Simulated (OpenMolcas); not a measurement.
# Os⁵⁺ among point charges: CASSCF and CASPT2 levels and susceptibility

Aim: the splitting of the states of Os⁵⁺ in the field of 2 point charges, its lowest levels with spin-orbit coupling and its magnetic susceptibility.

Program: OpenMolcas 26.06. Level of theory: state-averaged CASSCF and CASPT2, spin-orbit coupling by RASSI with atomic mean-field integrals. These are calculated values, not measurements, unless marked.

### Step 1. The system

| Property | Result |
| --- | --- |
| Species | Os⁵⁺ (osmium, Z = 76, 71 electrons) |
| Basis | ANO-RCC-VDZP [7s6p4d2f1g], 68 functions |
| Scalar Hamiltonian | DKH2, point nucleus |
| Inactive shells | 1s 2s 2p 3s 3p 3d 4s 4p 4d 4f 5s 5p |
| Active space | 3 electrons in 5 orbitals (5d) |
| Some configurations of this space | 5d3 |
| Orbitals | optimised for each spin and parity, averaged over all roots |

Outer shells as boxes (Hund's rule):

5d3
```
5d [↑ ][↑ ][↑ ][  ][  ]
```

The ion sits among 2 point charges of -0.5 e arranged as a linear pair (D∞h), 1.82 Å from the ion.

The work runs as a chain of OpenMolcas steps in one folder; each step below is one input file. Labels, J, g values, rates, χT and fits are worked out afterwards by a script from the matrices that RASSI stores. The input lists half of the charges; inversion (Group=XYZ) makes the rest.

### Step 2. Basis and integrals

Contents of a.inp:

```
&GATEWAY
Coord
1

Os 0.0 0.0 0.0
Basis=ANO-RCC-VDZP
Group=XYZ
NoMove
AngMom=0.0 0.0 0.0
AMFI
XField
1 Angstrom 0
0.000000 0.000000 1.820000 -0.500000
&SEWARD
```

On the command line:

```console
OMP_NUM_THREADS=1 MOLCAS_MEM=1689 MOLCAS_PROJECT=a pymolcas a.inp > a.log
```

### Step 3. Reference wave functions, quartets of even parity, 10 roots

Contents of a.inp:

```
&RASSCF
FileOrb=start.orb
Symmetry=1
Spin=4
nActEl=3 0 0
Inactive=15 19
Ras2=5 0
CIRoot=10 10 1
SDav=10
CIMx=300
Iter=120 100
PrWF=0.3
OrbListing=Nothing
MaxOrb=0
>>> COPY $Project.JobIph JOB001
```

start.orb holds the contracted functions of the basis, ordered by shell, or the orbitals of the step before.

### Step 4. CASSCF: doublets of even parity, 40 roots

Contents of a.inp:

```
&RASSCF
FileOrb=start.orb
Symmetry=1
Spin=2
nActEl=3 0 0
Inactive=15 19
Ras2=5 0
CIRoot=40 40 1
SDav=40
CIMx=300
Iter=120 100
PrWF=0.3
OrbListing=Nothing
MaxOrb=0
>>> COPY $Project.JobIph JOB002
```

### Step 5. RASSI: spin-orbit coupling between the states

Contents of a.inp:

```
&RASSI
NrOfJobIphs=2 10 40
1 2 3 4 5 6 7 8 9 10
1 2 3 4 5 6 7 8 9 10 11 12 13 14 15 16 17 18 19 20 21 22 23 24 25 26 27
28 29 30 31 32 33 34 35 36 37 38 39 40
IphNames
JOB001
JOB002
EJob
SpinOrbit
DIPRint=1.0
SOCoupling=1000.0
Subsets=2
Property=9
'ANGMOM' 1 'ANGMOM' 2 'ANGMOM' 3 'MLTPL  1' 1 'MLTPL  1' 2 'MLTPL  1' 3
'AMFI' 1 'AMFI' 2 'AMFI' 3
SOProperty=3
'ANGMOM' 1 'ANGMOM' 2 'ANGMOM' 3
```

### Step 6. CASPT2: IPEA 0.25, imaginary shift 0.1 (closed shells correlated: 5s 5p)

Contents of a.inp:

```
>>> COPY JOB001 $Project.JobIph
&CASPT2
Multistate=10 1 2 3 4 5 6 7 8 9 10
NoMult
Frozen=14 16
IPEA=0.25
Imaginary=0.1
MaxIter=60
WThr=0.0 0.3 0.05
PrWF=0.5
NoMix
>>> COPY JOB002 $Project.JobIph
&CASPT2
Multistate=40 1 2 3 4 5 6 7 8 9 10 11 12 13 14 15 16 17 18 19 20 21 22
23 24 25 26 27 28 29 30 31 32 33 34 35 36 37 38 39 40
NoMult
Frozen=14 16
IPEA=0.25
Imaginary=0.1
MaxIter=60
WThr=0.0 0.3 0.05
PrWF=0.5
NoMix
```

(Steps that only read results are left out.)

Q: Predict the outcome of this session. Wanted: spin-free ground state; first state of the same spin within the active space; lowest level; next level.

**Answer**, as computed:

| quantity | value |
| --- | --- |
| method | SS-CASPT2, IPEA 0.25, imaginary shift 0.1 (closed shells correlated: 5s 5p) |
| spin-free ground state | 4Pi, 2-fold in its orbital part |
| first state of the same spin within the active space | 4Delta at 1170 cm⁻¹ |
| lowest level | 2-fold, g = 0.42, 1.01, 1.01 |
| next level | 2605.0 cm⁻¹ |
| χT at 300 K | 0.09 cm³ K/mol |
| effective moment at 300 K | 0.85 μB |

Cost by method:

| method | time of its own steps | time with the reference |
| --- | --- | --- |
| A. CASSCF | 23 s | 23 s |
| B. SS-CASPT2, IPEA 0.25, imaginary shift 0.1, +5s 5p | 9.4 s | 32 s |

Times are of one thread on a shared host.

What this shows: The spin-free ground state (4Pi) comes to 92 % from free-ion F terms and keeps the highest spin of the shell. χT at 300 K is 0.09, against 1.88 cm³ K/mol for the spin alone, so spin-orbit coupling lowers it. CASPT2 does not keep the components of a term degenerate, and the means are used. The field of point charges can differ much from that of real complexes. Point charges carry no covalency, so the field is a model and not that of real ligands.
